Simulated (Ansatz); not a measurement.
# CH6HfO3: the cost of one run

All numbers below are computed with Ansatz 0.2.0 (RKS PBE-D4/def2-SVP).

**1. The system as given**

Bond lengths: Hf1–O2 2.615 Å, Hf1–C3 2.147 Å, Hf1–H4 2.376 Å, Hf1–O5 1.873 Å, Hf1–O6 1.869 Å, O2–H7 0.959 Å, C3–H8 1.098 Å, C3–H9 1.095 Å, O5–H10 0.963 Å, O6–H11 0.962 Å. Angles (14 of 16 angles, heavy atoms first): O2–Hf1–C3 64.9°, O2–Hf1–O5 99.0°, O2–Hf1–O6 91.5°, C3–Hf1–O5 105.1°, C3–Hf1–O6 105.9°, O5–Hf1–O6 148.9°, Hf1–O2–H7 145.6°, O2–Hf1–H4 29.4°, C3–Hf1–H4 35.5°, H4–Hf1–O5 103.7°, H4–Hf1–O6 99.7°, Hf1–C3–H8 115.1°, Hf1–C3–H9 116.2°, Hf1–O5–H10 113.2°.

Structure file:

```xyz
11

Hf   -0.0288    0.0764    1.2017
O     1.3138   -0.3587   -1.0001
C    -1.2147   -0.0043   -0.5859
H     0.0424   -0.2161   -1.1555
O     0.3744    1.8900    1.4363
O     0.1982   -1.6965    1.7471
H     1.8315    0.0383   -1.7033
H    -1.6892    0.9428   -0.8730
H    -1.8927   -0.8596   -0.6777
H     0.4880    2.3642    0.6057
H     0.5771   -2.1765    1.0048
```

**2. Pulling towards end A**

Springs on the bonds that form and break draw the guess towards this end; the thresholds are loose.

The input, input.yaml:

```yaml
crystal:
  periodic: [false, false, false]
  atoms:
    - { symbol: Hf, position_ang: [-0.0288, 0.0764, 1.2017] }
    - { symbol: O, position_ang: [1.3138, -0.3587, -1.0001] }
    - { symbol: C, position_ang: [-1.2147, -0.0043, -0.5859] }
    - { symbol: H, position_ang: [0.0424, -0.2161, -1.1555] }
    - { symbol: O, position_ang: [0.3744, 1.89, 1.4363] }
    - { symbol: O, position_ang: [0.1982, -1.6965, 1.7471] }
    - { symbol: H, position_ang: [1.8315, 0.0383, -1.7033] }
    - { symbol: H, position_ang: [-1.6892, 0.9428, -0.873] }
    - { symbol: H, position_ang: [-1.8927, -0.8596, -0.6777] }
    - { symbol: H, position_ang: [0.488, 2.3642, 0.6057] }
    - { symbol: H, position_ang: [0.5771, -2.1765, 1.0048] }
basis:
  gaussian: { orbitals: def2-SVP }
hamiltonian:
  xc: pbe
  dispersion: d4
relax:
  f_tol: 0.15
  max_steps: 25
  restrain:
    - { distance: [3, 1], at: 2.27, k: 30.0 }
    - { distance: [0, 1], at: 2.41, k: 30.0 }
    - { distance: [3, 2], at: 1.07, k: 30.0 }
output:
  orbitals: {}
```

Started as:

```
> ansatz run input.yaml --threads 2 --pin off --max-ram 3072MiB --backend cpu --events-out ev --progress --plain --runs-dir out
```

Q: Estimate wall time and peak memory on 2 threads of Arm Neoverse V1, shared host.

About 40 s, with a peak of 0.16 GiB.
